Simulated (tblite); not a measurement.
# C5H11NOSi: the cost of one run

Computed with tblite 0.8.0 and PySCF 2.14.0, with density-fitted response routines of our own, on a single molecule, in the gas phase or a continuum. Atoms are numbered from 0 throughout.

### Step 1. The starting structure

19 atoms, charge 0, multiplicity 1; geometry from: force field or distance geometry start.

Bonds of the start (Å): C0–C1 1.48, C1–O2 1.29, C1–N3 1.43, N3–C4 1.47, C4–C5 1.51, C5–Si6 1.87, Si6–C7 1.85, C7–C4 1.53, C0–H8 1.12, C0–H9 1.11, C0–H10 1.09, N3–H11 1.05, C4–H12 1.11, C5–H13 1.11, C5–H14 1.12, Si6–H15 1.45, Si6–H16 1.46, C7–H17 1.10, C7–H18 1.10.

### Step 2. Optimising the geometry with GFN2-xTB

Job settings and geometry (Å):

```
{"job": {"kind": "relax", "xc": "GFN2-xTB", "basis": "xTB"}, "charge": 0, "multiplicity": 1}
C      3.028600    -0.193600    -0.472600
C      1.748500    -0.828600    -0.074800
O      1.718300    -2.033200     0.378300
N      0.560100    -0.046300    -0.192700
C     -0.704500    -0.677900     0.222300
C     -1.877500    -0.381900    -0.681000
Si    -1.930200     1.385400    -0.064100
C     -1.319800     0.250400     1.269400
H      2.869500     0.861700    -0.811300
H      3.660100    -0.131400     0.432400
H      3.565300    -0.745300    -1.247400
H      0.584200     0.938200    -0.547100
H     -0.600900    -1.718500     0.588700
H     -1.707700    -0.462300    -1.773700
H     -2.801200    -0.905600    -0.315400
H     -0.964700     2.298700    -0.634200
H     -3.272800     1.921400     0.160200
H     -0.487800     0.700500     1.837500
H     -2.077200    -0.222400     1.918200
```

On the command line:

```
OMP_NUM_THREADS=1 python probes_run.py task.json out
```

This one command runs all jobs of the session in turn.

**Question.** How long does this first job take on 1 thread of Arm Neoverse V2, shared host, and how much memory does it need?

About 1.1 s, with a peak of 0.18 GiB.
